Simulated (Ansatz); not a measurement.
# FeGe: the cost of one run

Program: Ansatz 0.2.0. Level of theory: DFT r²SCAN, scalar-relativistic, plane waves, PAW (the target; the first runs use scalar-relativistic PBE). These are calculated values, not measurements.

## 1. The starting structure

The structure is cubic, space group P2_13 (No. 198). Conventional cell: a = 4.689 Å, b = 4.689 Å, c = 4.689 Å, α = 90.00°, β = 90.00°, γ = 90.00°. Around Fe (site symmetry 3) lie 7 Ge at 2.38 to 2.64 Å. Ge (site symmetry 3) is surrounded by 7 Fe at 2.38 to 2.64 Å.

As a file:

```cif
data_structure
_symmetry_space_group_name_H-M 'P 1'
_symmetry_Int_Tables_number 1
_cell_length_a 4.6890
_cell_length_b 4.6890
_cell_length_c 4.6890
_cell_angle_alpha 90.000
_cell_angle_beta 90.000
_cell_angle_gamma 90.000
_cell_volume 103.10
loop_
_atom_site_label
_atom_site_type_symbol
_atom_site_fract_x
_atom_site_fract_y
_atom_site_fract_z
_atom_site_occupancy
Fe1 Fe 0.13500 0.13500 0.13500 1
Fe2 Fe 0.36500 0.86500 0.63500 1
Fe3 Fe 0.63500 0.36500 0.86500 1
Fe4 Fe 0.86500 0.63500 0.36500 1
Ge1 Ge 0.84200 0.84200 0.84200 1
Ge2 Ge 0.65800 0.15800 0.34200 1
Ge3 Ge 0.34200 0.65800 0.15800 1
Ge4 Ge 0.15800 0.34200 0.65800 1
```

Starting moments: Fe 2.50 μB.

## 2. Relaxing cell and atoms (PBE, 4×4×4 mesh)

Contents of input.yaml:

```yaml
crystal:
  lattice:
    - [4.689, 0.0, 0.0]
    - [0.0, 4.689, 0.0]
    - [0.0, 0.0, 4.689]
  atoms:
    - { symbol: Fe, position: [0.135, 0.135, 0.135], spin: 2.5 }
    - { symbol: Fe, position: [0.365, 0.865, 0.635], spin: 2.5 }
    - { symbol: Fe, position: [0.635, 0.365, 0.865], spin: 2.5 }
    - { symbol: Fe, position: [0.865, 0.635, 0.365], spin: 2.5 }
    - { symbol: Ge, position: [0.842, 0.842, 0.842] }
    - { symbol: Ge, position: [0.658, 0.158, 0.342] }
    - { symbol: Ge, position: [0.342, 0.658, 0.158] }
    - { symbol: Ge, position: [0.158, 0.342, 0.658] }
basis:
  ecutwfc: 420
  ecutrho_ratio: 4
kpoints:
  mp_grid: { grid: [4, 4, 4] }
hamiltonian:
  xc: pbe
scf:
  occupations: { method: gaussian, width: 0.05 }
output:
  forces: true
  stress: true
  eigenvalues: true
  populations: true
magnetization:
  spin_polarized: true
relax:
  f_tol: 0.03
  max_steps: 60
  cell: { stress_tol: 0.3 }
```

On the command line:

```
> ansatz run input.yaml --threads 4 --pin off --max-ram 10240MiB --backend cpu --events-out ev --progress --plain --runs-dir out
```

**Question.** How long does this run take on 4 threads of Arm Neoverse V2, shared host, and how much memory does it need?

About 24 s, with a peak of 0.55 GiB.
